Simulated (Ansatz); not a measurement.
# C₂H₇GaN₂: up Jacob's ladder to CCSD(T)

An exercise on one series of results from a longer session: the logs are not shown, and one member is left open.

Computed with Ansatz 0.2.0, Gaussian basis. Level: functionals in def2-TZVPP, the program's frozen cores in correlated methods.

Plan: PBE-D4, r2SCAN-D4, PBE0-D4, B3LYP-D4, ωB97X-V, ωB97M-V, B2PLYP; CCSD(T)/def2-TZVPP; MP2/def2-QZVPP; extrapolation to the limit.

## The geometry

The geometry comes from an earlier relaxation with PBE0-D4 in a triple-zeta def2 set; it is a stationary point, not always the lowest conformer.

SMILES `N=C[CH2][GaH][NH2]`, 12 atoms, charge 0, spin multiplicity 1.

Atoms are counted from 1 here; the program's logs count them from 0.

Bond lengths: N1–C2 1.268 Å, N1–H6 1.023 Å, C2–C3 1.483 Å, C2–H7 1.096 Å, C3–Ga4 1.990 Å, C3–H8 1.093 Å, C3–H9 1.095 Å, Ga4–N5 1.813 Å, Ga4–H10 1.560 Å, N5–H11 1.006 Å, N5–H12 1.006 Å. Angles: C2–N1–H6 110.6°, N1–C2–C3 128.5°, N1–C2–H7 116.2°, C3–C2–H7 115.3°, C2–C3–Ga4 110.0°, C2–C3–H8 111.7°, C2–C3–H9 110.6°, Ga4–C3–H8 108.8°, Ga4–C3–H9 106.6°, H8–C3–H9 109.0°, C3–Ga4–N5 116.2°, C3–Ga4–H10 125.4°, N5–Ga4–H10 118.4°, Ga4–N5–H11 123.8°, Ga4–N5–H12 124.3°, H11–N5–H12 111.8°.

The first run:

in.yaml

```yaml
crystal:
  periodic: [false, false, false]
  atoms:
    - {symbol: N, position_ang: [-1.237482, 1.646907, 1.603651]}
    - {symbol: C, position_ang: [-0.107708, 1.088078, 1.468640]}
    - {symbol: C, position_ang: [0.195246, -0.266176, 0.946324]}
    - {symbol: Ga, position_ang: [0.822782, -0.144728, -0.937720]}
    - {symbol: N, position_ang: [-0.045830, -1.187787, -2.138940]}
    - {symbol: H, position_ang: [-1.988746, 1.010520, 1.326234]}
    - {symbol: H, position_ang: [0.766040, 1.691034, 1.741439]}
    - {symbol: H, position_ang: [-0.680269, -0.919422, 0.984234]}
    - {symbol: H, position_ang: [1.007764, -0.725858, 1.518276]}
    - {symbol: H, position_ang: [1.982186, 0.765755, -1.447618]}
    - {symbol: H, position_ang: [0.170322, -1.210151, -3.120919]}
    - {symbol: H, position_ang: [-0.807305, -1.803373, -1.909800]}
basis:
  gaussian: {orbitals: def2-TZVPP}
hamiltonian: {xc: pbe, dispersion: d4}
output: {forces: true, orbitals: {seedname: orbitals}}
```

Launch:

```console
ansatz run in.yaml --threads 4 --pin off --events-out ev --progress --plain --max-ram 10444MiB
```

Among the steps run: PBE-D4 (GGA); r2SCAN-D4 (meta-GGA); PBE0-D4 (hybrid); B3LYP-D4 (hybrid); ωB97X-V (range-separated); ωB97M-V (range-separated); B2PLYP (double hybrid); CCSD(T) in def2-TZVPP; MP2 in def2-QZVPP.

One of the session's tables, all rows but one given; the rest of the session is left out.

```
            method  atomisation energy (kJ/mol)
            PBE-D4                       4375.0
         r2SCAN-D4                       4263.6
           PBE0-D4                       4278.1
          B3LYP-D4                       4275.9
           ωB97X-V                       4285.8
           ωB97M-V                       4277.0
            B2PLYP                       4228.1
     HF/def2-TZVPP                            ?
    MP2/def2-TZVPP                       4216.0
   CCSD/def2-TZVPP                       4084.7
CCSD(T)/def2-TZVPP                       4157.6
           MP2/CBS                       4333.2
       CCSD(T)/CBS                       4274.9
```

Q: Estimate the row for HF/def2-TZVPP from the others.

The run gave: atomisation energy (kJ/mol): 2942.5. In the column «atomisation energy (kJ/mol)» it is the lowest.

To keep in mind: Free atoms (2 N, 2 C, 1 Ga, 7 H) were run apart at each level; the atomisation energy is their sum less the molecule, without zero-point or spin-orbit terms.
